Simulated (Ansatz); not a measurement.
Write a Python script for the Python package of Ansatz (0.2.0) that makes a convergence test of the k-point mesh of NaCa3, space group I4/mmm. Settings (first run): r2SCAN, PAW, the default cutoff (500 eV here), 2×2×2 k-points, Fermi-Dirac smearing of 0.15 eV. The script varies mesh: (2, 2, 2), (3, 3, 3), (4, 4, 4), (5, 5, 5), (6, 6, 6), (7, 7, 7).

```xyz
4
Lattice="-2.7131 2.7131 5.7366 2.7131 -2.7131 5.7366 2.7131 2.7131 -5.7366" Properties=species:S:1:pos:R:3 pbc="T T T"
Na    0.0000    0.0000    0.0000
Ca    0.0000    2.7131    2.8683
Ca    2.7131    0.0000    2.8683
Ca    0.0000    0.0000    5.7366
```

`run_kconv.py`:
```python
"""Convergence of NaCa3 with the k-point mesh."""

import csv
import warnings

import ansatz as az

warnings.simplefilter("ignore", az.DeckWarning)

crystal = (
    az.Lattice.of([-2.71307, 2.71307, 5.73663], [2.71307, -2.71307, 5.73663], [2.71307, 2.71307, -5.73663])
    .atom("Na", [0.0, 0.0, 0.0])
    .atom("Ca", [0.75, 0.25, 0.5])
    .atom("Ca", [0.25, 0.75, 0.5])
    .atom("Ca", [0.5, 0.5, 0.0])
)

model = (
    crystal.calculation()
    .pseudopotentials("paw")
    .occupations("Fermi-Dirac", width=0.15)
    .functional("r2SCAN")
)

rows = []
for value in [(2, 2, 2), (3, 3, 3), (4, 4, 4), (5, 5, 5), (6, 6, 6), (7, 7, 7)]:
    rep = model.kpoints(*value).run(threads=1, pin="off").report
    rows.append((value, rep["free_energy_ev"] / len(rep["lattice"]["sites"]), rep["n_iterations"], rep["n_kpoints"]))

with open("kconv.csv", "w", newline="") as handle:
    writer = csv.writer(handle)
    writer.writerow(["mesh", "F/atom (eV)", "iterations", "k-points"])
    writer.writerows([round(v, 5) if isinstance(v, float) else v for v in row] for row in rows)

# the last row is the reference
for row in rows[:-1]:
    shift = 1000 * (row[1] - rows[-1][1])
    print(f"{row[0]}: {shift:+.2f} meV/atom" + ("  (within 2 meV)" if abs(shift) < 2 else ""))
```

```console
$ python run_kconv.py
(2, 2, 2): -13.72 meV/atom
(3, 3, 3): -12.70 meV/atom
(4, 4, 4): -4.26 meV/atom
(5, 5, 5): -1.48 meV/atom  (within 2 meV)
(6, 6, 6): -0.32 meV/atom  (within 2 meV)
```

It writes `kconv.csv`:
```csv
mesh,F/atom (eV),iterations,k-points
"(2, 2, 2)",-1738.38353,7,4
"(3, 3, 3)",-1738.38251,7,6
"(4, 4, 4)",-1738.37407,7,13
"(5, 5, 5)",-1738.37129,7,18
"(6, 6, 6)",-1738.37013,7,30
"(7, 7, 7)",-1738.36981,7,40
```

From 5×5×5 on it stays within 2 meV an atom of the value at 7×7×7; the first row (2×2×2) is off by 13.7 meV and the last but one by 0.32 meV. This holds for F at a smearing of 0.15 eV; a narrower one needs a denser mesh. The last run costs about 3.4 times the first.

Reading the output:
- A Fermi-Dirac width this large means warm electrons, whose thermal share enters the free energy.
- The structure comes from a database of computed cells and needn't be a stable or known phase.
- Shifts are counted from the finest mesh, which is itself no proven limit.
- Finished in 59 s on 1 thread of Arm Neoverse V2 (shared host), peak memory 1 GiB.
